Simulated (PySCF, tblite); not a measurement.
# C6H10GeS: geometry, infrared bands and NMR shifts

Wanted: the infrared bands and NMR shifts of C6H10GeS (`C#C[C@@]1([S][GeH3])C[C@@H]1C`), by calculation.

Computed with tblite 0.8.0 and PySCF 2.14.0, with density-fitted response routines of our own, on a single molecule in the gas phase. Atoms count from 0, in the outputs and in this text.

### 1 The starting structure

18 atoms, charge 0, multiplicity 1; geometry from: force field or distance geometry start.

Bonds of the start (Å): C0–C1 1.20, C1–C2 1.50, C2–S3 1.78, S3–Ge4 2.22, C2–C5 1.52, C5–C6 1.53, C6–C7 1.54, C6–C2 1.50, C0–H8 1.06, Ge4–H9 1.57, Ge4–H10 1.54, Ge4–H11 1.53, C5–H12 1.13, C5–H13 1.11, C6–H14 1.09, C7–H15 1.09, C7–H16 1.13, C7–H17 1.13.

### 2 Relaxing the molecule with GFN2-xTB

Job settings and geometry (Å):

```
{"job": {"kind": "relax", "xc": "GFN2-xTB", "basis": "xTB"}, "charge": 0, "multiplicity": 1}
C      0.219000     2.364300    -2.089300
C     -0.133800     1.612700    -1.220900
C     -0.545400     0.687300    -0.116000
S      0.294500     0.852600     1.449100
Ge     2.395800     0.208700     1.116500
C     -1.986900     0.221000    -0.209100
C     -0.832800    -0.736300    -0.508900
C     -0.682900    -1.780500     0.608400
H      0.507700     3.040700    -2.854200
H      2.387900    -0.880600    -0.012900
H      3.188100     1.429700     0.611600
H      3.027600    -0.467900     2.340700
H     -2.560000     0.064300     0.747300
H     -2.571900     0.545200    -1.097000
H     -0.627200    -1.036000    -1.532100
H      0.343300    -2.107700     0.766600
H     -1.059700    -1.359500     1.588800
H     -1.372000    -2.651900     0.399800
```

Run with:

```
OMP_NUM_THREADS=1 python probes_run.py task.json out
```

This one command runs all jobs of the session in turn.

**Question.** This job is followed by: GFN2-xTB harmonic vibrations, gas phase; GIAO PBE0/pcSseg-1 NMR shielding, non-relativistic, gas phase. Predict these results of the whole session: strongest single infrared mode (GFN2-xTB); zero-point energy (GFN2-xTB); ¹³C shifts against TMS (PBE0/pcSseg-1); ¹H shifts against TMS (PBE0/pcSseg-1, means over atoms taken as alike); ³³S shifts against CS2 (PBE0/pcSseg-1); ⁷³Ge shifts against GeMe4 (PBE0/pcSseg-1); surface potential, 1st and 99th percentile.

**Answer**, as computed:

| quantity | value |
| --- | --- |
| strongest single infrared mode (GFN2-xTB) | 750 cm⁻¹, 536 km/mol |
| zero-point energy (GFN2-xTB) | 81.4 kcal/mol |
| ¹³C shifts against TMS (PBE0/pcSseg-1) | 91.2, 76.6, 27.3, 26.9, 24.3, 17.8 ppm |
| ¹H shifts against TMS (PBE0/pcSseg-1, means over atoms taken as alike) | 4.45, 1.85, 1.41, 1.36, 1.34, 0.51 ppm |
| ³³S shifts against CS2 (PBE0/pcSseg-1) | -119 ppm |
| ⁷³Ge shifts against GeMe4 (PBE0/pcSseg-1) | -169 ppm |
| surface potential, 1st and 99th percentile | -1.00 V and 1.28 V |

**Reading.** Over 124 steps the energy fell by 0.616 eV; of the close pairs, C1–C2 changed most, 1.499 to 1.423 Å. All 48 modes are real, so the xTB geometry is a minimum. The strongest single mode, at 750 cm⁻¹, is spread over several atoms, H11, H9, H10 among them. GFN2-xTB is a fitted tight-binding method: band positions and strengths are rough. Its intensities can rank the bands wrongly. At PBE0/pcSseg-1: Shielding is most anisotropic at S3 (span 439 ppm, paramagnetic term -434 ppm). Spin-orbit coupling is left out, which matters for shieldings and couplings at and beside the heavy atoms.
